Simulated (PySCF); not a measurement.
# Copper: the same states on changed settings

These states were run before on sound settings. What differs here: the spin-free X2C one-electron Hamiltonian (Gaussian nucleus), unsound on purpose. What does it move?

The numbers are computed with PySCF 2.14.0 (unrestricted determinants in a Gaussian basis, no spin-orbit coupling in the energies), except any that are marked as measured or tabulated.

## Step 1: The atom as given

* Element: copper (Z = 29)
* Basis: pcseg-2 (6s4p3d2f1g, 56 functions)
* Hamiltonian: scalar relativity by spin-free X2C-1e
* State 1: Cu⁺: [Ar] 3d10, closed-shell 1S
* State 2: Cu²⁺: [Ar] 3d9, 2D determinant
* Methods: UHF, B3LYP, PBE0, MP2
* Core shells frozen in the correlated runs: valence: [Ar] (for Cu⁺)

The outer shells:

Cu+ [Ar] 3d10
```
[Ar] core
3d [↑↓][↑↓][↑↓][↑↓][↑↓]
```

Cu2+ [Ar] 3d9
```
[Ar] core
3d [↑↓][↑↓][↑↓][↑↓][↑ ]
```

The sound run (pcseg-2, the non-relativistic Hamiltonian (point nucleus), symmetry-adapted start, fine grid, valence correlation) gave:

| species | method | energy (hartree) |
| --- | --- | --- |
| Cu⁺ | UHF | -1638.69518 |
| Cu⁺ | B3LYP | -1640.28970 |
| Cu⁺ | PBE0 | -1639.99566 |
| Cu⁺ | MP2 (valence) | -1639.10295 |
| Cu²⁺ | UHF | -1638.05936 |
| Cu²⁺ | B3LYP | -1639.52664 |
| Cu²⁺ | PBE0 | -1639.24589 |
| Cu²⁺ | MP2 (valence) | -1638.33737 |

One driver process ran all states and methods and kept the integrals in memory. Each run is shown as a PySCF script that sums up its settings (the driver passes frozen orbitals as a list and adds second-order terms of double hybrids); the logs are those of the runs themselves. The driver starts from symmetry-adapted Hartree-Fock orbitals, holds the occupation by maximum overlap and uses a logarithmic radial grid for functionals, so a plain start would take other cycles.

It was started by

```sh
> OMP_NUM_THREADS=1 python atomrun2.py TASK.json OUT
```

The integrals over 56 functions and the set-up took 0.58 s of CPU time.

## Step 2: Changed run, Cu⁺

UHF:

input.py reads:

```python
from pyscf import gto, scf, dft, mp, cc
import basis_set_exchange as bse
mol = gto.M(atom="Cu 0 0 0", charge=1, spin=0, symmetry="D2h",
            basis=gto.basis.parse(bse.get_basis("pcseg-2", elements=["Cu"], fmt="nwchem", header=False)),
            nucmod="G")
mf = scf.UHF(mol).sfx2c1e()
mf.irrep_nelec = {'Ag': (5, 5), 'B1g': (1, 1), 'B2g': (1, 1), 'B3g': (1, 1), 'B1u': (2, 2), 'B2u': (2, 2), 'B3u': (2, 2)}
mf.kernel()
```

Standard output:

```text
damping factor = 0
level_shift factor = 0
DIIS = <class 'pyscf.scf.diis.CDIIS'>
diis_start_cycle = 1
diis_space = 10
diis_damp = 0
SCF conv_tol = 1e-09
SCF conv_tol_grad = None
number electrons alpha = 14  beta = 14
cycle= 1 E= -1650.21787814849  delta_E= 7.59e-11  |g|= 4.32e-05  |ddm|= 2.49e-05
cycle= 2 E= -1650.21787814833  delta_E= 1.67e-10  |g|= 5.44e-05  |ddm|= 2.79e-05
cycle= 3 E= -1650.21787814881  delta_E= -4.81e-10  |g|= 5.73e-07  |ddm|= 1.54e-05
converged SCF energy = -1650.21787814881  <S^2> = -1.7763568e-14  2S+1 = 1
```

It took 0.35 s on 1 thread of Neoverse-N1, shared host, the integrals not counted.

Orbital energies by shell (radii are means over both spins):

| shell | electrons | mean orbital energy (eV) | spread (eV) | rms radius (bohr) |
| --- | --- | --- | --- | --- |
| 1s | 2 | -9040.3 | 0 | 0.0609 |
| 2s | 2 | -1138.8 | 0 | 0.256 |
| 2p | 6 | -984.35 | 0 | 0.229 |
| 3s | 2 | -148.19 | 0 | 0.767 |
| 3p | 6 | -100.28 | 0 | 0.819 |
| 3d | 10 | -21.789 | 0 | 1.14 |

⟨S²⟩ = 0.000, ⟨L²⟩ = 0.00.

B3LYP:

input.py, as changed from the run before:

```diff
@@ -5,3 +5,3 @@
             nucmod="G")
-mf = scf.UHF(mol).sfx2c1e()
+mf = dft.UKS(mol, xc="B3LYP").sfx2c1e()
 mf.irrep_nelec = {'Ag': (5, 5), 'B1g': (1, 1), 'B2g': (1, 1), 'B3g': (1, 1), 'B1u': (2, 2), 'B2u': (2, 2), 'B3u': (2, 2)}
```

Standard output:

```text
damping factor = 0
level_shift factor = 0
DIIS = <class 'pyscf.scf.diis.CDIIS'>
diis_start_cycle = 1
diis_space = 10
diis_damp = 0
SCF conv_tol = 1e-09
SCF conv_tol_grad = None
number electrons alpha = 14  beta = 14
XC functionals = B3LYP
    P. J. Stephens, F. J. Devlin, C. F. Chabalowski, and M. J. Frisch.,  J. Phys. Chem. 98, 11623 (1994)
cycle= 1 E= -1651.78596357378  delta_E= 0.012  |g|= 0.354  |ddm|= 0.213
cycle= 2 E= -1651.70350785124  delta_E= 0.0825  |g|= 0.77  |ddm|= 0.327
cycle= 3 E= -1651.80804875639  delta_E= -0.105  |g|= 0.00734  |ddm|= 0.223
cycle= 4 E= -1651.80806178511  delta_E= -1.3e-05  |g|= 0.00221  |ddm|= 0.00398
cycle= 5 E= -1651.80806262881  delta_E= -8.44e-07  |g|= 6.38e-05  |ddm|= 0.000615
cycle= 6 E= -1651.80806262952  delta_E= -7.08e-10  |g|= 4.69e-07  |ddm|= 1.86e-05
converged SCF energy = -1651.80806262952  <S^2> = -1.7763568e-14  2S+1 = 1
```

It took 1.6 s on 1 thread of Neoverse-N1, shared host, the integrals not counted.

PBE0:

input.py, as changed from the run before:

```diff
@@ -5,3 +5,3 @@
             nucmod="G")
-mf = dft.UKS(mol, xc="B3LYP").sfx2c1e()
+mf = dft.UKS(mol, xc="PBE0").sfx2c1e()
 mf.irrep_nelec = {'Ag': (5, 5), 'B1g': (1, 1), 'B2g': (1, 1), 'B3g': (1, 1), 'B1u': (2, 2), 'B2u': (2, 2), 'B3u': (2, 2)}
```

Standard output:

```text
damping factor = 0
level_shift factor = 0
DIIS = <class 'pyscf.scf.diis.CDIIS'>
diis_start_cycle = 1
diis_space = 10
diis_damp = 0
SCF conv_tol = 1e-09
SCF conv_tol_grad = None
number electrons alpha = 14  beta = 14
XC functionals = PBE0
    C. Adamo and V. Barone.,  J. Chem. Phys. 110, 6158 (1999)
    M. Ernzerhof and G. E. Scuseria.,  J. Chem. Phys. 110, 5029 (1999)
cycle= 1 E= -1651.50217812759  delta_E= 0.0052  |g|= 0.264  |ddm|= 0.165
cycle= 2 E= -1651.46136535774  delta_E= 0.0408  |g|= 0.551  |ddm|= 0.236
cycle= 3 E= -1651.51429804293  delta_E= -0.0529  |g|= 0.00324  |ddm|= 0.159
cycle= 4 E= -1651.51430046411  delta_E= -2.42e-06  |g|= 0.000849  |ddm|= 0.0016
cycle= 5 E= -1651.51430058636  delta_E= -1.22e-07  |g|= 2.44e-05  |ddm|= 0.000234
cycle= 6 E= -1651.51430058646  delta_E= -1.02e-10  |g|= 3.1e-07  |ddm|= 7.11e-06
converged SCF energy = -1651.51430058646  <S^2> = -1.7763568e-14  2S+1 = 1
```

It took 1.5 s on 1 thread of Neoverse-N1, shared host, the integrals not counted.

MP2 (valence):

input.py, as changed from the run before:

```diff
@@ -5,4 +5,5 @@
             nucmod="G")
-mf = dft.UKS(mol, xc="PBE0").sfx2c1e()
+mf = scf.UHF(mol).sfx2c1e()
 mf.irrep_nelec = {'Ag': (5, 5), 'B1g': (1, 1), 'B2g': (1, 1), 'B3g': (1, 1), 'B1u': (2, 2), 'B2u': (2, 2), 'B3u': (2, 2)}
 mf.kernel()
+mp.UMP2(mf, frozen=9).kernel()
```

No log was kept for this step.

Time after the integrals: 0.13 s (1 thread of Neoverse-N1, shared host).

With 10 electrons correlated, the MP2 correlation energy is -0.41220 hartree (-0.15242 same spin, -0.25978 opposite spin); the SCS form gives -0.36254. Largest pairs of shells: 3d-3d -0.4122.

## Step 3: Changed run, Cu²⁺, method by method

UHF:

input.py reads:

```python
from pyscf import gto, scf, dft, mp, cc
import basis_set_exchange as bse
mol = gto.M(atom="Cu 0 0 0", charge=2, spin=1, symmetry="D2h",
            basis=gto.basis.parse(bse.get_basis("pcseg-2", elements=["Cu"], fmt="nwchem", header=False)),
            nucmod="G")
mf = scf.UHF(mol).sfx2c1e()
mf.irrep_nelec = {'Ag': (5, 4), 'B1g': (1, 1), 'B2g': (1, 1), 'B3g': (1, 1), 'B1u': (2, 2), 'B2u': (2, 2), 'B3u': (2, 2)}
mf.kernel()
```

Standard output:

```text
damping factor = 0
level_shift factor = 0
DIIS = <class 'pyscf.scf.diis.CDIIS'>
diis_start_cycle = 1
diis_space = 10
diis_damp = 0
SCF conv_tol = 1e-09
SCF conv_tol_grad = None
number electrons alpha = 14  beta = 13
cycle= 1 E= -1649.59062325187  delta_E= -0.00472  |g|= 0.0247  |ddm|= 0.027
cycle= 2 E= -1649.59068978469  delta_E= -6.65e-05  |g|= 0.00357  |ddm|= 0.00366
cycle= 3 E= -1649.59069153565  delta_E= -1.75e-06  |g|= 0.000901  |ddm|= 0.00105
cycle= 4 E= -1649.59069169836  delta_E= -1.63e-07  |g|= 0.00025  |ddm|= 0.000356
cycle= 5 E= -1649.59069173529  delta_E= -3.69e-08  |g|= 5.68e-05  |ddm|= 0.00024
cycle= 6 E= -1649.59069173916  delta_E= -3.88e-09  |g|= 1.81e-05  |ddm|= 0.000104
cycle= 7 E= -1649.59069173977  delta_E= -6.09e-10  |g|= 5e-06  |ddm|= 5.21e-05
converged SCF energy = -1649.59069173977  <S^2> = 0.75128479  2S+1 = 2.0012844
```

It took 0.4 s on 1 thread of Neoverse-N1, shared host, the integrals not counted.

The occupied shells:

| shell | electrons | mean orbital energy (eV) | spread (eV) | rms radius (bohr) |
| --- | --- | --- | --- | --- |
| 1s α | 1 | -9058.1 | 0 | 0.0609 |
| 1s β | 1 | -9058.1 | 0 | 0.0609 |
| 2s α | 1 | -1157.6 | 0 | 0.256 |
| 2s β | 1 | -1156.5 | 0 | 0.256 |
| 2p α | 3 | -1003.1 | 1.222 | 0.229 |
| 2p β | 3 | -1002.0 | 0.046 | 0.229 |
| 3s α | 1 | -167.41 | 0 | 0.763 |
| 3s β | 1 | -164.54 | 0 | 0.763 |
| 3p α | 3 | -119.46 | 2.401 | 0.810 |
| 3p β | 3 | -116.02 | 1.621 | 0.810 |
| 3d α | 5 | -40.410 | 2.876 | 1.03 |
| 3d β | 4 | -38.753 | 2.243 | 1.03 |

⟨S²⟩ = 0.751, ⟨L²⟩ = 6.01.

B3LYP:

input.py, as changed from the run before:

```diff
@@ -5,3 +5,3 @@
             nucmod="G")
-mf = scf.UHF(mol).sfx2c1e()
+mf = dft.UKS(mol, xc="B3LYP").sfx2c1e()
 mf.irrep_nelec = {'Ag': (5, 4), 'B1g': (1, 1), 'B2g': (1, 1), 'B3g': (1, 1), 'B1u': (2, 2), 'B2u': (2, 2), 'B3u': (2, 2)}
```

Standard output:

```text
damping factor = 0
level_shift factor = 0
DIIS = <class 'pyscf.scf.diis.CDIIS'>
diis_start_cycle = 1
diis_space = 10
diis_damp = 0
SCF conv_tol = 1e-09
SCF conv_tol_grad = None
number electrons alpha = 14  beta = 13
XC functionals = B3LYP
    P. J. Stephens, F. J. Devlin, C. F. Chabalowski, and M. J. Frisch.,  J. Phys. Chem. 98, 11623 (1994)
cycle= 1 E= -1651.04631636242  delta_E= -0.00234  |g|= 0.184  |ddm|= 0.12
cycle= 2 E= -1651.03881440747  delta_E= 0.0075  |g|= 0.277  |ddm|= 0.143
cycle= 3 E= -1651.05212230033  delta_E= -0.0133  |g|= 0.000991  |ddm|= 0.0873
cycle= 4 E= -1651.05212247946  delta_E= -1.79e-07  |g|= 0.000171  |ddm|= 0.000408
cycle= 5 E= -1651.05212249167  delta_E= -1.22e-08  |g|= 1.73e-05  |ddm|= 0.000144
cycle= 6 E= -1651.05212249188  delta_E= -2.14e-10  |g|= 3.08e-06  |ddm|= 2.75e-05
converged SCF energy = -1651.05212249188  <S^2> = 0.75047817  2S+1 = 2.0004781
```

Time after the integrals: 1.6 s (1 thread of Neoverse-N1, shared host).

PBE0:

input.py, as changed from the run before:

```diff
@@ -5,3 +5,3 @@
             nucmod="G")
-mf = dft.UKS(mol, xc="B3LYP").sfx2c1e()
+mf = dft.UKS(mol, xc="PBE0").sfx2c1e()
 mf.irrep_nelec = {'Ag': (5, 4), 'B1g': (1, 1), 'B2g': (1, 1), 'B3g': (1, 1), 'B1u': (2, 2), 'B2u': (2, 2), 'B3u': (2, 2)}
```

Standard output:

```text
damping factor = 0
level_shift factor = 0
DIIS = <class 'pyscf.scf.diis.CDIIS'>
diis_start_cycle = 1
diis_space = 10
diis_damp = 0
SCF conv_tol = 1e-09
SCF conv_tol_grad = None
number electrons alpha = 14  beta = 13
XC functionals = PBE0
    C. Adamo and V. Barone.,  J. Chem. Phys. 110, 6158 (1999)
    M. Ernzerhof and G. E. Scuseria.,  J. Chem. Phys. 110, 5029 (1999)
cycle= 1 E= -1650.76883076433  delta_E= -0.00316  |g|= 0.135  |ddm|= 0.0925
cycle= 2 E= -1650.76558155068  delta_E= 0.00325  |g|= 0.191  |ddm|= 0.102
cycle= 3 E= -1650.77191696854  delta_E= -0.00634  |g|= 0.00139  |ddm|= 0.0609
cycle= 4 E= -1650.77191736244  delta_E= -3.94e-07  |g|= 0.00017  |ddm|= 0.00057
cycle= 5 E= -1650.77191737855  delta_E= -1.61e-08  |g|= 2.3e-05  |ddm|= 0.000173
cycle= 6 E= -1650.77191737884  delta_E= -2.9e-10  |g|= 1.27e-06  |ddm|= 2.85e-05
converged SCF energy = -1650.77191737884  <S^2> = 0.75050168  2S+1 = 2.0005016
```

It took 1.5 s on 1 thread of Neoverse-N1, shared host, the integrals not counted.

MP2 (valence):

input.py, as changed from the run before:

```diff
@@ -5,4 +5,5 @@
             nucmod="G")
-mf = dft.UKS(mol, xc="PBE0").sfx2c1e()
+mf = scf.UHF(mol).sfx2c1e()
 mf.irrep_nelec = {'Ag': (5, 4), 'B1g': (1, 1), 'B2g': (1, 1), 'B3g': (1, 1), 'B1u': (2, 2), 'B2u': (2, 2), 'B3u': (2, 2)}
 mf.kernel()
+mp.UMP2(mf, frozen=9).kernel()
```

This step left no log, only its results.

It took 0.12 s on 1 thread of Neoverse-N1, shared host, the integrals not counted.

With 9 electrons correlated, the MP2 correlation energy is -0.28053 hartree (-0.10351 same spin, -0.17702 opposite spin); the SCS form gives -0.24693. Largest pairs of shells: 3d-3d -0.2805.

## Step 4: What moved

| species | method | converged | energy less sound run (eV) |
| --- | --- | --- | --- |
| Cu⁺ | UHF | yes | -313.5486 |
| Cu⁺ | B3LYP | yes | -313.4306 |
| Cu⁺ | PBE0 | yes | -313.4381 |
| Cu⁺ | MP2 (valence) | yes | -313.6692 |
| Cu²⁺ | UHF | yes | -313.7834 |
| Cu²⁺ | B3LYP | yes | -313.6243 |
| Cu²⁺ | PBE0 | yes | -313.6391 |
| Cu²⁺ | MP2 (valence) | yes | -313.8522 |

Ionisation energy of Cu⁺:

| method | sound run (eV) | changed run (eV) | shift (eV) |
| --- | --- | --- | --- |
| UHF | 17.301 | 17.067 | -0.235 |
| B3LYP | 20.764 | 20.570 | -0.194 |
| PBE0 | 20.402 | 20.201 | -0.201 |
| MP2 | 20.832 | 20.649 | -0.183 |
| SCS-MP2 | 20.401 | 20.212 | -0.188 |

## Step 5: Summary of results

```
                                 quantity                                                          value
                                   change  the spin-free X2C one-electron Hamiltonian (Gaussian nucleus)
                           runs converged                                                         8 of 8
largest shift of a converged total energy                                                         314 eV
   largest shift of the ionisation energy                                                -0.235 eV (UHF)
```

In words: The ionisation energy moves by up to 0.23 eV, at UHF. Most of the change in total energy is the relativistic energy itself. On top of that the contraction fixes the core shape for the Hamiltonian it was made with, so the changed run is not a good calculation with the other Hamiltonian either. The setting is unsound on purpose, so these numbers are no properties of the atom.
